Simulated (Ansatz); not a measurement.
# CH6OSeSn: small, medium and large basis sets

How large a basis does CH6OSeSn need? Two functionals are run in growing sets.

Method: one geometry, several basis sets; program: Ansatz 0.2.0, Gaussian basis.

Levels to be run: PBE0-D4/def2-SVP; ωB97M-V/def2-SVP; PBE0-D4/def2-QZVPP; ωB97M-V/def2-QZVPP; the functionals' def2-TZVPP values are taken from earlier runs.

### Step 1. Structure used throughout

The geometry comes from an earlier relaxation with PBE0-D4 in a triple-zeta def2 set; it is a stationary point, not always the lowest conformer. Sn takes the def2 core potential; no spin-orbit term is included.

SMILES `C[O][SnH2][SeH]`, 10 atoms, charge 0, spin multiplicity 1.

Atoms are counted from 1 here; the program's logs count them from 0.

Bond lengths: C1–O2 1.405 Å, C1–H5 1.100 Å, C1–H6 1.098 Å, C1–H7 1.094 Å, O2–Sn3 1.963 Å, Sn3–Se4 2.527 Å, Sn3–H8 1.696 Å, Sn3–H9 1.707 Å, Se4–H10 1.469 Å. Angles: O2–C1–H5 112.4°, O2–C1–H6 112.3°, O2–C1–H7 108.2°, H5–C1–H6 108.1°, H5–C1–H7 107.7°, H6–C1–H7 107.9°, C1–O2–Sn3 119.7°, O2–Sn3–Se4 108.8°, O2–Sn3–H8 103.6°, O2–Sn3–H9 108.1°, Se4–Sn3–H8 110.4°, Se4–Sn3–H9 109.0°, H8–Sn3–H9 116.7°, Sn3–Se4–H10 91.5°.

### Step 2. PBE0-D4 in def2-SVP

in.yaml

```yaml
crystal:
  periodic: [false, false, false]
  atoms:
    - {symbol: C, position_ang: [-1.071336, 1.237080, -0.115874]}
    - {symbol: O, position_ang: [-1.259472, -0.121855, 0.185870]}
    - {symbol: Sn, position_ang: [0.299524, -1.276206, 0.483914]}
    - {symbol: Se, position_ang: [1.820925, -1.123671, -1.528215]}
    - {symbol: H, position_ang: [-0.583160, 1.785108, 0.703015]}
    - {symbol: H, position_ang: [-0.475835, 1.383368, -1.027040]}
    - {symbol: H, position_ang: [-2.053627, 1.689249, -0.280092]}
    - {symbol: H, position_ang: [-0.372289, -2.829391, 0.599835]}
    - {symbol: H, position_ang: [1.132994, -0.695900, 1.856125]}
    - {symbol: H, position_ang: [2.645278, -0.098879, -0.874636]}
basis:
  gaussian: {orbitals: def2-SVP}
hamiltonian: {xc: pbe0, dispersion: d4}
output: {orbitals: {seedname: orbitals}}
```

Run with:

```console
$ ansatz run in.yaml --threads 2 --pin off --events-out ev --progress --plain --max-ram 32768MiB --backend cpu
```

After this run come: ωB97M-V in def2-SVP; PBE0-D4 in def2-QZVPP; ωB97M-V in def2-QZVPP.

Q: Predict the results of all the runs planned. Wanted: PBE0-D4: double and triple zeta above quadruple; ωB97M-V: double and triple zeta above quadruple.

As calculated:

```
                                       quantity           value
PBE0-D4: double and triple zeta above quadruple  13.76, 1.63 eV
ωB97M-V: double and triple zeta above quadruple  13.86, 1.58 eV
```

**Reading.** PBE0-D4 gains 12.13 eV from double to triple zeta, then 1.63 eV more. Total energies overstate the basis error of differences, where much of it tends to cancel. The LUMO of ωB97M-V is positive and keeps falling with the basis (1.41 to 0.74 eV): an unbound level that the basis holds in place.
